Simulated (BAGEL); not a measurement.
# AlPH3F3 (SMILES [H][Al]([H])([H])<-[P](F)(F)F) at HF/3-21G (density fitting with qzvpp-jkfit)

Aim: the energy change on altering one bond length of AlPH3F3 at HF/3-21G (density fitting with qzvpp-jkfit), from 2 runs. 

The calculation is run with BAGEL 1.2.2.

22 further runs of the same task are left out: 2 that didn't finish, 20 set aside as unsound or not needed.

## 1. Starting point

AlPH3F3: 8 atoms, total charge 0, spin state singlet. As SMILES, `[H][Al]([H])([H])<-[P](F)(F)F`. Geometry: a GFN2-xTB relaxation, a rough one for these elements and not checked as a minimum.

Bond lengths: Al1–P2 2.534 Å, P2–F3 1.584 Å, P2–F4 1.582 Å, P2–F5 1.581 Å, Al1–H6 1.563 Å, Al1–H7 1.561 Å, Al1–H8 1.561 Å. Some angles: Al1–P2–F3 123.8°, Al1–P2–F4 121.4°, Al1–P2–F5 119.9°, F3–P2–F4 94.8°, F3–P2–F5 94.9°, F4–P2–F5 94.9°, P2–Al1–H6 92.5°, P2–Al1–H7 93.3°, P2–Al1–H8 93.1°, H6–Al1–H7 119.7°.

## 2. A single-point energy at HF/3-21G (density fitting with qzvpp-jkfit)

Input file calc.json:

```json
{ "bagel" : [

{
  "title" : "molecule",
  "basis" : "3-21g",
  "df_basis" : "qzvpp-jkfit",
  "angstrom" : true,
  "geometry" : [
    { "atom" : "Al", "xyz" : [      -0.001780,       0.003780,      -1.548500 ] },
    { "atom" : "P", "xyz" : [      -0.017700,       0.006600,       0.985310 ] },
    { "atom" : "F", "xyz" : [      -1.336360,       0.090620,       1.859070 ] },
    { "atom" : "F", "xyz" : [       0.760270,       1.107170,       1.813670 ] },
    { "atom" : "F", "xyz" : [       0.593410,      -1.216990,       1.778500 ] },
    { "atom" : "H", "xyz" : [       1.559130,      -0.035690,      -1.607090 ] },
    { "atom" : "H", "xyz" : [      -0.745240,       1.372760,      -1.645700 ] },
    { "atom" : "H", "xyz" : [      -0.811720,      -1.328260,      -1.635260 ] }
  ]
},

{
  "title" : "hf"
},

{
  "title" : "print",
  "file" : "orbitals.molden",
  "orbitals" : true
}

]}
```

Started as:

```sh
$ BAGEL_NUM_THREADS=1 BAGEL calc.json > calc.out
```

Log:

```text
* using 1 threads per process

  ===============================================================
  ===============================================================

  *** Geometry ***

  { "atom" : "Al", "xyz" : [     -0.003364,      0.007143,     -2.926241 ] },
  { "atom" : "P", "xyz" : [     -0.033448,      0.012472,      1.861966 ] },
  { "atom" : "F", "xyz" : [     -2.525354,      0.171247,      3.513133 ] },
  { "atom" : "F", "xyz" : [      1.436702,      2.092248,      3.427340 ] },
  { "atom" : "F", "xyz" : [      1.121382,     -2.299778,      3.360878 ] },
  { "atom" : "H", "xyz" : [      2.946329,     -0.067444,     -3.036960 ] },
  { "atom" : "H", "xyz" : [     -1.408299,      2.594140,     -3.109922 ] },
  { "atom" : "H", "xyz" : [     -1.533928,     -2.510048,     -3.090194 ] },

  Number of auxiliary basis functions:      541

  Since a DF basis is specified, we compute 2- and 3-index integrals:
    o Being stored without compression. Storage requirement is 0.015 GB

  Number of basis functions:       59
  Number of electrons      :       58

    * METHOD: MOLECULE                             0.31

  *** RHF ***

  === Nuclear Repulsion ===
   315.0004491031

      * DIIS with orbital gradients will be used.

  === RHF iteration (3-21g) ===
      0       -877.84954820          0.02468171           0.08
      1       -877.99728483          0.01439755           0.07
      2       -878.04812566          0.00108445           0.07
      3       -878.04917981          0.00022520           0.07
      4       -878.04923117          0.00006040           0.07
      5       -878.04923493          0.00001168           0.07
      6       -878.04923504          0.00000423           0.08
      7       -878.04923504          0.00000103           0.07
      8       -878.04923505          0.00000034           0.07
      9       -878.04923505          0.00000009           0.07
     10       -878.04923505          0.00000002           0.07
     11       -878.04923505          0.00000001           0.07
    * SCF iteration converged.

    * Permanent dipole moment:
           (    0.041997,    -0.020247,     0.364509) a.u.

    * METHOD: HF                                   1.09

    * METHOD: PRINT                                0.01

  ===============================================================
```

Wall time 1.7 s (1 thread of Intel Xeon Platinum 8259CL at 2.50GHz (Skylake/Cascade Lake), shared host); peak memory 0.1 GiB.

## 3. The distorted shape

Input file job.json:

```json
{ "bagel" : [

{
  "title" : "molecule",
  "basis" : "3-21g",
  "df_basis" : "qzvpp-jkfit",
  "angstrom" : true,
  "geometry" : [
    { "atom" : "Al", "xyz" : [       0.221249,      -0.406897,      -1.519341 ] },
    { "atom" : "P", "xyz" : [       0.205329,      -0.404077,       1.014469 ] },
    { "atom" : "F", "xyz" : [      -1.113331,      -0.320057,       1.888229 ] },
    { "atom" : "F", "xyz" : [       0.983299,       0.696493,       1.842829 ] },
    { "atom" : "F", "xyz" : [       0.816439,      -1.627667,       1.807659 ] },
    { "atom" : "H", "xyz" : [       1.782159,      -0.446367,      -1.577931 ] },
    { "atom" : "H", "xyz" : [      -0.745240,       1.372760,      -1.645700 ] },
    { "atom" : "H", "xyz" : [      -0.588691,      -1.738937,      -1.606101 ] }
  ]
},

{
  "title" : "hf"
},

{
  "title" : "print",
  "file" : "orbitals.molden",
  "orbitals" : true
}

]}
```

Started as:

```sh
$ BAGEL_NUM_THREADS=1 BAGEL job.json > job.out
```

Log:

```text
* using 1 threads per process

  ===============================================================
  ===============================================================

  *** Geometry ***

  { "atom" : "Al", "xyz" : [      0.418100,     -0.768924,     -2.871138 ] },
  { "atom" : "P", "xyz" : [      0.388016,     -0.763595,      1.917069 ] },
  { "atom" : "F", "xyz" : [     -2.103891,     -0.604820,      3.568236 ] },
  { "atom" : "F", "xyz" : [      1.858166,      1.316181,      3.482442 ] },
  { "atom" : "F", "xyz" : [      1.542846,     -3.075845,      3.415980 ] },
  { "atom" : "H", "xyz" : [      3.367792,     -0.843511,     -2.981857 ] },
  { "atom" : "H", "xyz" : [     -1.408299,      2.594140,     -3.109922 ] },
  { "atom" : "H", "xyz" : [     -1.112465,     -3.286115,     -3.035091 ] },

  Number of auxiliary basis functions:      541

  Since a DF basis is specified, we compute 2- and 3-index integrals:
    o Being stored without compression. Storage requirement is 0.015 GB

  Number of basis functions:       59
  Number of electrons      :       58

    * METHOD: MOLECULE                             0.33

  *** RHF ***

  === Nuclear Repulsion ===
   313.5313254849

      * DIIS with orbital gradients will be used.

  === RHF iteration (3-21g) ===
      0       -877.81707130          0.02481160           0.09
      1       -877.96777218          0.01451343           0.08
      2       -878.01967283          0.00113416           0.08
      3       -878.02083779          0.00023272           0.08
      4       -878.02089245          0.00006362           0.08
      5       -878.02089650          0.00001813           0.09
      6       -878.02089668          0.00000572           0.08
      7       -878.02089669          0.00000105           0.08
      8       -878.02089670          0.00000041           0.08
      9       -878.02089670          0.00000010           0.08
     10       -878.02089670          0.00000003           0.08
     11       -878.02089670          0.00000001           0.08
    * SCF iteration converged.

    * Permanent dipole moment:
           (   -0.134013,     0.305476,     0.303617) a.u.

    * METHOD: HF                                   1.20

    * METHOD: PRINT                                0.01

  ===============================================================
```

Wall time 1.8 s (1 thread of Intel Xeon Platinum 8259CL at 2.50GHz (Skylake/Cascade Lake), shared host); peak memory 0.11 GiB.

## 4. Outcome

At HF/3-21G (density fitting with qzvpp-jkfit):

| quantity | value |
| --- | --- |
| first shape: total energy | -878.04924 Eh |
| first shape: dipole moment | 0.93 D |
| first shape: HOMO energy | -12.11 eV |
| first shape: LUMO energy | 2.11 eV |
| first shape: HOMO–LUMO gap | 14.23 eV |
| distorted shape: total energy | -878.02090 Eh |
| distorted shape: dipole moment | 1.15 D |
| distorted shape: HOMO energy | -10.81 eV |
| distorted shape: LUMO energy | 1.88 eV |
| distorted shape: HOMO–LUMO gap | 12.69 eV |
| energy change with the Al1–H7 bond stretched from 1.561 to 2.029 Å | 0.771 eV |

In words: With the Al1–H7 bond stretched from 1.561 to 2.029 Å the energy rises by 0.77 eV (17.8 kcal/mol). The first shape isn't relaxed at this level, so the change isn't measured from a minimum.
